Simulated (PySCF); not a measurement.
Crystal: CGeClH5, in a box.

```
C Ge Cl H
1.0
    12.00000    0.00000    0.00000
     0.00000   13.00000    0.00000
     0.00000    0.00000   13.00000
C Ge Cl H
1 1 1 5
Direct
  0.43716 0.57632 0.44922
  0.51700 0.45328 0.49042
  0.61772 0.49263 0.62282
  0.49623 0.63687 0.42946
  0.38445 0.60277 0.51217
  0.38503 0.55987 0.38241
  0.59838 0.41507 0.40762
  0.43903 0.36636 0.52539
```

Base run:

| Property | Result |
| --- | --- |
| Program | PySCF 2.14.0 |
| Functional | RPBE |
| Potentials or basis | def2-svp (all-electron) |
| k mesh | 1 × 1 × 1 |
| Occupations | fixed |
| Spin | no spin polarisation |

Its results: gap between the frontier levels 6.51 eV.

Problem. The run is repeated on the same cell with these changes: functional from RPBE to HSE03. What comes out?

Solution. Gap between the frontier levels 8.01 eV.

HSE03 gives the wider gap, since exact exchange removes part of the self-interaction.

Caveats: this is a molecule in a periodic box at the Γ point, so its band gap is the HOMO-LUMO gap; relativity is left out, which matters for the heavier elements; the basis of atomic orbitals isn't converged, which shifts pressures, moduli and gaps; this program's HSE differs a little from the usual definition (some runs).

A k mesh can miss the band edges.

Not every run made on this cell is shown here.
